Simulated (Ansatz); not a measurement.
# InPd: a relaxation

The task is a relaxation on InPd. The structure is shown as the input types it.

Program: Ansatz 0.2.0. Level of theory: DFT, PBEsol, PAW with Ansatz's default frozen-core files, scalar-relativistic; relaxation of cell and atoms. These are calculated values, not measurements.

### 1 The system as given

It takes space group Pm-3m (No. 221, cubic). Conventional cell: a = 3.272 Å, b = 3.272 Å, c = 3.272 Å, α = 90.00°, β = 90.00°, γ = 90.00°. In (site symmetry m-3m) is surrounded by 8 Pd at 2.83 Å. Around Pd (site symmetry m-3m) lie 8 In at 2.83 Å.

Structure file:

```
In Pd
1.0
     3.27188    0.00000    0.00000
     0.00000    3.27188    0.00000
     0.00000    0.00000    3.27188
In Pd
1 1
Direct
  0.00000 0.00000 0.00000
  0.50000 0.50000 0.50000
```

### 2 The calculation

input.yaml

```yaml
crystal:
  lattice:
    - [3.27188478, 0.0, 0.0]
    - [0.0, 3.27188478, 0.0]
    - [0.0, 0.0, 3.27188478]
  atoms:
    - { symbol: In, position: [0.0, 0.0, 0.0] }
    - { symbol: Pd, position: [0.5, 0.5, 0.5] }
kpoints:
  mp_grid: { grid: [1, 1, 1] }
scf:
  occupations: { method: fermi_dirac, width: 0.1 }
  max_iter: 75
hamiltonian:
  xc: pbesol
  pseudopotentials: { kind: paw }
relax:
  f_tol: 0.002
  max_steps: 80
  cell: {}
output:
  forces: true
  stress: true
```

The run is started by

```bash
$ ansatz run input.yaml --threads 1 --pin off --max-ram 3072MiB --backend cpu --events-out ev --progress --plain --runs-dir out
```

Output, shortened:

```text
[...]
Pseudopotentials: kind: paw
Pseudopotential: In, paw, valence charge 13, recommended cutoff 420 eV (normal), In.paw.azcp
Pseudopotential: Pd, paw, valence charge 18, recommended cutoff 420 eV (normal), Pd.paw.azcp
Functional definition: PBEsol
[...]
Crystal: 2 atoms, lattice volume = 35.026 Å³
Basis set: ecut = 420 eV, 691 PW (Γ), exchange–correlation on 48×48×48 points (8 copies of the dense FFT grid, shifted against one another)
Bands: 20, of which v1, the nominal top of the filled ones, is band 16 counted from 1 (15 counted from 0)
Symmetry: 48 space group operations
Space group: Pm-3m (ITA 221), of the structure as read, at distance tolerance 3.3e-5 Å
k-points: 1
[...]
SCF iter   1: F=—  HF=-12432.344867 eV  |F-HF|=—  |Δ(HF+E_count)|=         —  Δρ=7.17e-2  dr2=2.05e0  ethr=1.77e-3  ⟨swp⟩=6.0  Hψ=90  notcnv=0
[...]
relax step   1: F+E_penalty+E_count = -12431.64568755 eV  Δ(F+E_penalty+E_count) = +0.000e0 eV  max|allowed force component| = 6.032e-26 eV/Å  Δτ_max = 0.0000 Å  P = +4.739 GPa  Ω = 35.026 Å³  (7 SCF iters, dr2 threshold 1.00e-7 eV, accepted)
[...]
relax step   4: F+E_penalty+E_count = -12431.66347174 eV  Δ(F+E_penalty+E_count) = -2.486e-4 eV  max|allowed force component| = 5.838e-30 eV/Å  Δτ_max = 0.0000 Å  P = -0.033 GPa  Ω = 36.312 Å³  energy of the carried Pulay correction = -4.309e-4 eV  (4 SCF iters, dr2 threshold 2.00e-7 eV, accepted)
[...]
relax step   5: F+E_penalty+E_count = -12431.66437045 eV  Δ(F+E_penalty+E_count) = -8.987e-4 eV  max|allowed force component| = 3.829e-28 eV/Å  Δτ_max = 0.0000 Å  P = -0.050 GPa  Ω = 36.312 Å³  stress off target by 4.97e-2 GPa  SCF on the basis re-selected at this cell (its energy is not [...]
SCF converged after 7 iterations
Free energy (F): -12431.664370 eV
[...]
E sigma→0 (E₀):  -12431.529202 eV
Entropy (-TS):   -0.270337 eV (-135.168 meV/atom)
Fermi energy:    19.671433 eV
[...]
--- Forces (eV/Å), atoms counted from 1 ---
  atom   1  In    -0.00000000    -0.00000000    -0.00000000
  atom   2  Pd     0.00000000    -0.00000000    -0.00000000
[...]
--- Stress (GPa, compression-positive) ---
       -0.049735      -0.000000      -0.000000
       -0.000000      -0.049735      -0.000000
       -0.000000      -0.000000      -0.049735
  P = ⅓ Tr σ = -0.0497 GPa (-0.497 kbar)
--- Relaxed structure (4 steps of the walk, 3 accepted, 1 SCFs on fresh bases) ---
  F+E_penalty+E_count = -12431.66437045 eV   max|allowed force component| = 3.829e-28 eV/Å   (the final SCF, on the basis selected at the relaxed cell)
  cell:  # Å, volume = 36.3125 Å³
    - [3.3114537369776538, -2.5679065925163143e-34, 1.6049416203226966e-34]
    - [-2.4876595115001794e-34, 3.3114537369776538, 0.0]
    - [3.0493890786131233e-34, 0.0, 3.3114537369776538]
  atoms:
    - { symbol: In, position: [-3.192149252303735e-43, 3.140755078295266e-45, 4.568371022974933e-45] }
    - { symbol: Pd, position: [0.5, 0.5, 0.5] }
```

Run time: 1.4 s. Hardware: 1 thread of Intel Xeon 6975P-C (Granite Rapids), shared host; peak memory 0.3 GiB.

### 3 Checking the result

This run ends as converged. Convergence says nothing about whether the input makes sense.

In the input, kpoints.mp_grid.grid is [1, 1, 1]. The zone is sampled at a single point, which suits only large cells or molecules.

To check: set kpoints.mp_grid.grid to [12, 12, 12].

### 4 Second run, to compare

Besides the cure, the input differs in scf.max_iter, output requests.

input.yaml: that of step 2 with these lines changed.

```diff
@@ -9,6 +9,5 @@
 kpoints:
-  mp_grid: { grid: [1, 1, 1] }
+  mp_grid: { grid: [12, 12, 12] }
 scf:
   occupations: { method: fermi_dirac, width: 0.1 }
-  max_iter: 75
 hamiltonian:
@@ -23 +22,5 @@
   stress: true
+  write_density: true
+  write_potential: true
+  elf: true
+  volumetric_format: npy
```

The run is started by

```bash
$ ansatz run input.yaml --threads 1 --pin off --max-ram 3072MiB --backend cpu --events-out ev --progress --plain --runs-dir out
```

Excerpt of the output:

```text
[...]
Basis set: ecut = 420 eV, 691 PW (Γ), exchange–correlation on 48×48×48 points (8 copies of the dense FFT grid, shifted against one another)
[...]
k-points: 84 of 1728
[...]
SCF iter   1: F=—  HF=-12433.128238 eV  |F-HF|=—  |Δ(HF+E_count)|=         —  Δρ=8.29e-3  dr2=2.55e-2  ethr=1.77e-3  ⟨swp⟩=5.7  Hψ=7416  notcnv=0
preconditioner: auto → none  [metal: Δε(μ)=0.032 eV  Ē_g=14.428 eV  σ=0.100 eV  W_gap=0.08  n_scr=6 (ndim 8)  ℏωp=30.1 eV  f_vac=0.000  D(μ)=0.79/eV (n_scr^D=6)  sad-step TF]
SCF iter   2: F=—  HF=-12433.124291 eV  |F-HF|=—  |Δ(HF+E_count)|=   3.95e-3  Δρ=4.02e-3  dr2=6.98e-3  ethr=8.24e-5  ⟨swp⟩=1.7  Hψ=2542  notcnv=0
[...]
relax step   1: F+E_penalty+E_count = -12433.12279296 eV  Δ(F+E_penalty+E_count) = +0.000e0 eV  max|allowed force component| = 4.470e-30 eV/Å  Δτ_max = 0.0000 Å  P = -2.794 GPa  Ω = 35.026 Å³  (6 SCF iters, dr2 threshold 1.00e-7 eV, accepted)
[...]
Basis set: ecut = 420 eV, 619 PW (Γ), exchange–correlation on 48×48×48 points (8 copies of the dense FFT grid, shifted against one another)
[...]
relax step   2: F+E_penalty+E_count = -12433.11481281 eV  Δ(F+E_penalty+E_count) = +7.980e-3 eV  max|allowed force component| = 8.415e-30 eV/Å  Δτ_max = 0.0000 Å  P = +4.767 GPa  Ω = 33.183 Å³  energy of the carried Pulay correction = +7.458e-4 eV  (6 SCF iter
[...]
relax step   3: F+E_penalty+E_count = -12433.12984114 eV  Δ(F+E_penalty+E_count) = -7.048e-3 eV  max|allowed force component| = 4.155e-29 eV/Å  Δτ_max = 0.0000 Å  P = -0.224 GPa  Ω = 34.322 Å³  energy of the carried Pulay correction = +2.804e-4 eV  (7 SCF iter
[...]
relax step   4: F+E_penalty+E_count = -12433.12990361 eV  Δ(F+E_penalty+E_count) = -6.246e-5 eV  max|allowed force component| = 6.311e-30 eV/Å  Δτ_max = 0.0000 Å  P = -0.002 GPa  Ω = 34.265 Å³  energy of the carried Pulay correction = +3.030e-4 eV  (6 SCF iter
[...]
SCF iter   5: F=-12433.129582 eV  HF=-12433.129582 eV  |F-HF|=1.46e-11  |Δ(HF+E_count)|=  2.18e-11  Δρ=1.53e-7  dr2=7.33e-12  ethr=1.00e-12  ⟨swp⟩=1.0  Hψ=1680  notcnv=0
SCF iter   6: F=-12433.129582 eV  HF=-12433.129582 eV  |F-HF|=3.64e-12  |Δ(HF+E_count)|=  7.28e-12  Δρ=1.03e-8  dr2=1.49e-14  ethr=1.00e-12  ⟨swp⟩=4.0  Hψ=6816  notcnv=0
[...]
relax step   5: F+E_penalty+E_count = -12433.12958175 eV  Δ(F+E_penalty+E_count) = +3.219e-4 eV  max|allowed force component| = 4.339e-30 eV/Å  Δτ_max = 0.0000 Å  P = +0.005 GPa  Ω = 34.265 Å³  stress off target by 5.10e-3 GPa  SCF on the basis re-selected at 
[...]
SCF converged after 6 iterations
Free energy (F): -12433.129582 eV
[...]
E sigma→0 (E₀):  -12433.117510 eV
[...]
Fermi energy:    17.083746 eV
[...]
  P = ⅓ Tr σ = 0.0051 GPa (0.051 kbar)
[...]
--- Relaxed structure (4 steps of the walk, 3 accepted, 1 SCFs on fresh bases) ---
[...]
```

Wall time 8.4 s (1 thread of Intel Xeon 6975P-C (Granite Rapids), shared host); peak memory 0.43 GiB.

Density in a lattice plane of the grid's cell (edges 3.25 and 3.25 Å, at 0.000 of the third edge), which holds In.

Ten even steps from '0' (0.16 e/Å³) to '9' (13.07 e/Å³):
```
876421000000000000012467
654321000000000000012345
332210000000000000001223
211100000000000000000111
000000000000000000000000
000000000000000000000000
000000000000000000000000
000000000000000000000000
000000000000000000000000
000000000000000000000000
000000000000000000000000
000000000000000000000000
000000000000000000000000
000000000000000000000000
000000000000000000000000
211100000000000000000111
332210000000000000001223
654321000000000000012345
876421000000000000012467
987531000000000000013578
```
Columns run along the first of these edges and rows up along the second, over one cell in 24 and 20 even steps from the bottom left corner. Atoms in the plane (fractional): In at (1.00, 1.00).

ELF in the same plane.

Ten even steps from '0' (0.00) to '9' (0.27):
```
000147987789998778974100
001258987799999778985210
224578877899999877887542
567888878999999987888876
889988788999999988788998
888777899999899999877788
777788999988888999988777
888899998887778889999888
999999998877777889999999
999999998777777789999999
999999998877777889999999
888899998887778889999888
777788999988888999988777
888777899999899999877788
889988788999999988788998
567888878999999987888876
224578877899999877887542
001258987799999778985210
000147987789998778974100
000036887789998778863000
```
Columns run along the first of these edges and rows up along the second, over one cell in 24 and 20 even steps from the bottom left corner. Atoms in the plane (fractional): In at (1.00, 1.00).

Both are smooth fields of the valence electrons: close to the nuclei they are not physical.

```tsv
run	ending	energy change	pressure (GPa)	gap (eV)	force (eV/Å)	cycles	time
first try	converged	+732.6 meV/atom	0.0	0.00	0.00	31	1.4 s
second try	converged	0	0.0	0.00	0.00	31	8.4 s
```

### 5 Outcome

```
                           quantity                      value
                          first try                  converged
                 fault in the input                one k-point
                         second try                  converged
energy (zero set by the potentials)             -12433.1296 eV
                           pressure                   0.01 GPa
                    gap on the mesh  none (metal on this mesh)
                      largest force                 0.000 eV/Å
```

Both runs converge, but the first lies +732.6 meV/atom from the second; in the second, the final volume goes from 36.31 to 34.27 Å³. The second, on usual settings, is the one to trust of the two, though its own convergence isn't tested here.
